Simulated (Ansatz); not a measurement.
# CH3Ge (doublet): wave-function methods side by side at a displaced geometry (v1), cc-pVDZ

An exercise on one series of results from a longer session: the logs are not shown, and one member is left open.

Computed with Ansatz 0.2.0, Gaussian basis. Level: cc-pVDZ, core rule «outside noble gas», up to 15 orbitals frozen.

To be run: UHF; CCSD(T) on ROHF; CCSD(T) on UHF; BCCD(T) on ROHF; CISD; CCSDT(Q) on ROHF; CCSDT(Q) on UHF.

26 further runs of the same task are left out: 1 for a known fault of the program, 10 that didn't finish, 15 set aside as unsound or not needed.

### The system

The geometry is a PBE0/def2-TZVP stationary point (not a proven minimum) with its atoms shifted at random (size 0.040 Å). No spin-orbit coupling is included. The filled d shell of Ge may be among the frozen orbitals whatever the setting's name suggests; the logs give the count.

5 atoms, charge 0, spin multiplicity 2.

Atoms are counted from 1 here; the program's logs count them from 0.

Bond lengths: Ge1–C2 2.001 Å, C2–H3 1.068 Å, C2–H4 1.073 Å, C2–H5 1.074 Å. Angles: Ge1–C2–H3 107.8°, Ge1–C2–H4 114.3°, Ge1–C2–H5 118.2°, H3–C2–H4 100.2°, H3–C2–H5 102.4°, H4–C2–H5 111.4°.

Set-up of the first run:

Contents of in.yaml:

```yaml
crystal:
  periodic: [false, false, false]
  atoms:
    - {symbol: Ge, position_ang: [0.001387, 0.001981, 0.357726]}
    - {symbol: C, position_ang: [0.010771, -0.014162, -1.642739]}
    - {symbol: H, position_ang: [-1.002799, 0.045138, -1.974040]}
    - {symbol: H, position_ang: [0.408426, 0.876861, -2.089993]}
    - {symbol: H, position_ang: [0.366057, -0.896008, -2.141482]}
basis:
  gaussian: {orbitals: cc-pVDZ}
magnetization: {spin_polarized: true, initial_magnetization: 1}
hamiltonian: {xc: hf}
output: {orbitals: {seedname: orbitals}}
```

Started as:

```bash
$ ansatz run in.yaml --threads 1 --pin off --events-out ev --progress --plain --max-ram 2393MiB
```

Among the steps run: UHF; CCSD(T) on ROHF; CCSD(T) on UHF; BCCD(T) on ROHF; CISD; CCSDT(Q) on ROHF; CCSDT(Q) on UHF.

One table of the session follows, with a row left open; its other results are not shown here.

```
   method  from UCCSDT(Q) (meV)
     ROHF               +6770.4
      UHF               +6672.0
     RMP2               +1082.9
     UMP2               +1088.8
     CISD                +719.9
    RCCSD                     ?
    UCCSD                +200.5
 RCCSD(T)                 +32.8
 UCCSD(T)                 +29.7
  BCCD(T)                 +32.3
   RCCSDT                 +12.8
   UCCSDT                  +9.7
RCCSDT(Q)                  +3.2
UCCSDT(Q)                     0
```

Q: Estimate the row for RCCSD from the others.

**Answer.** from UCCSDT(Q) (meV): +205.8. In the column «from UCCSDT(Q) (meV)» it lies between UCCSD (+200.5) and CISD (+719.9).

Among the levels timed on like hardware and quicker than the yardstick, those that no quicker one beats, quickest first: CISD (2.6 s, +719.9 meV); BCCD(T) (6 s, +32.3 meV); UCCSD(T) (12 s, +29.7 meV); RCCSDT(Q) (64 s, +3.2 meV).

Caveats from the session: Restricted and unrestricted rows rest on different reference determinants; where their highest levels disagree by more than a few hundredths of an eV, they describe different states and don't form one ladder.
